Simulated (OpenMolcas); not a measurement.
# SnO (tin(ii) oxide) at r2SCAN/def2-TZVPD (RICD fitting, core potential, fitting threshold 0.0001)

What is the vertical singlet–triplet gap of SnO (tin(ii) oxide) at r2SCAN/def2-TZVPD (RICD fitting, core potential, fitting threshold 0.0001)? 

The calculation is run with OpenMolcas 26.06.

## 1. The structure to begin with

SnO has 2 atoms, charge 0, and is taken as a singlet. As SMILES, `[O]=[Sn]`. Geometry: a GFN2-xTB relaxation, a rough one for these elements and not checked as a minimum.

Bond lengths: O1–Sn2 1.804 Å.

## 2. Energy and forces at r2SCAN/def2-TZVPD (RICD fitting, core potential, fitting threshold 0.0001)

job.input

```
>>> EXPORT MOLCAS_PRINT=2

&GATEWAY
 BASLIB=$CurrDir
 COORD
 2
 bohr
 O      0.00000000     0.00000000     0.00000000
 Sn     0.00000000     0.00000000     3.40827224
 BASIS=def2-TZVPD
 GROUP=NoSym
 RICD
 ACD
 CDTHRESHOLD=0.0001

&SEWARD

&SCF
 KSDFT=2
 1.0 MGGA_X_R2SCAN
 1.0 MGGA_C_R2SCAN
 PRORBITALS=0

&ALASKA
```

The basis set def2-TZVPD is read from a file made from the Basis Set Exchange's data (not shown).

Run with:

```console
$ export MOLCAS_MEM=1860
$ pymolcas job.input > job.log
```

Output:

```text
--- Start Module: gateway ---
[...]
--- Stop Module: gateway /rc=_RC_ALL_IS_WELL_ ---
[...]
      Basis functions           96
[...]
--- Start Module: scf ---
[...]
       Convergence after  18 Iterations
[...]
::    Total KS-DFT energy                            -289.5980503432
[...]
      Total spin, S                                     0.0000000000
[...]
      Total electronic charge=   30.000000
      Total            charge=   -0.000000
[...]
      Dipole Moment (debye):
      Origin of the operator (angstrom)=    0.0000    0.0000    1.5913
                   X=  7.1951E-16               Y=  1.4310E-16               Z=  3.9845E+00           Total=  3.9845E+00
      Quadrupole Moment (debye*angstrom):
[...]
--- Stop Module: scf /rc=_RC_ALL_IS_WELL_ ---
[...]
--- Start Module: alaska ---
[...]
 *              Molecular gradients               *
 **************************************************
  Irreducible representation: a
 ------------------------------------------------------------------------------------------
                              X                       Y                       Z
 ------------------------------------------------------------------------------------------
  O1               -7.78303943076523E-16    1.87516380952808E-14    1.92395624324853E-02
  SN2               7.72015570476101E-16   -1.87429784539446E-14   -1.92395624325137E-02
 ------------------------------------------------------------------------------------------
--- Stop Module: alaska /rc=_RC_ALL_IS_WELL_ ---
[...]
```

It took 6.9 s on 1 thread of AMD EPYC 9R14 (Zen 4), shared host; peak memory 0.095 GiB.

## 3. The triplet at the same level

job.inp

```
&GATEWAY
  BasLib=$CurrDir
  Coord
  2
  bohr
  O      0.00000000     0.00000000     0.00000000
  Sn     0.00000000     0.00000000     3.40827224
  Basis=def2-TZVPD
  Group=NoSym
  RICD
  aCD
  CDThreshold=0.0001

&SEWARD

&SCF
  UHF
  Spin=3
  KSDFT=2
  1.0 MGGA_X_R2SCAN
  1.0 MGGA_C_R2SCAN
  PrOrbitals=0

&ALASKA
```

The basis set def2-TZVPD is read from a file made from the Basis Set Exchange's data (not shown).

Run with:

```console
$ export MOLCAS_MEM=1860
$ pymolcas job.inp > job.log
```

Output:

```text
--- Start Module: gateway ---
[...]
--- Stop Module: gateway /rc=_RC_ALL_IS_WELL_ ---
[...]
      Basis functions           96
[...]
--- Start Module: scf ---
[...]
       Convergence after  27 Iterations
[...]
::    Total KS-DFT energy                            -289.4872596260
[...]
      Total spin, S                                     1.0041160133
[...]
      Total electronic charge=   30.000000
      Total            charge=   -0.000000
[...]
      Dipole Moment (debye):
      Origin of the operator (angstrom)=    0.0000    0.0000    1.5913
                   X= -3.0464E-14               Y=  1.7730E-16               Z=  2.7166E+00           Total=  2.7166E+00
      Quadrupole Moment (debye*angstrom):
[...]
--- Stop Module: scf /rc=_RC_ALL_IS_WELL_ ---
[...]
--- Start Module: alaska ---
[...]
 *              Molecular gradients               *
 **************************************************
  Irreducible representation: a
 ------------------------------------------------------------------------------------------
                              X                       Y                       Z
 ------------------------------------------------------------------------------------------
  O1               -3.39495121017223E-15   -3.99523764055343E-15    1.80722081987717E-01
  SN2               3.39928447191171E-15    4.00957621428772E-15   -1.80722081987728E-01
 ------------------------------------------------------------------------------------------
--- Stop Module: alaska /rc=_RC_ALL_IS_WELL_ ---
[...]
```

It took 11 s on 1 thread of AMD EPYC 9R14 (Zen 4), shared host; peak memory 0.094 GiB.

## 4. Results

Level: r2SCAN/def2-TZVPD (RICD fitting, core potential, fitting threshold 0.0001).

```
                                        quantity          value
                           singlet: total energy  -289.59805 Eh
                          singlet: dipole moment         3.98 D
                            singlet: HOMO energy       -6.75 eV
                            singlet: LUMO energy       -2.86 eV
                          singlet: HOMO–LUMO gap        3.88 eV
               singlet: largest force on an atom     0.989 eV/Å
                           triplet: total energy  -289.48726 Eh
                          triplet: dipole moment         2.72 D
     triplet: HOMO energy (highest over α and β)       -3.93 eV
                                   triplet: ⟨S²⟩          2.012
vertical energy of the triplet above the singlet       3.015 eV
```

This program's gradients are faulty for this kind of reference, so any forces in the log (triplet) can't be trusted; the energy can. At this shape the triplet lies 3.01 eV (70 kcal/mol) above the singlet. The largest force (singlet) is 0.99 eV/Å: the shape isn't a stationary point for this species at this level.
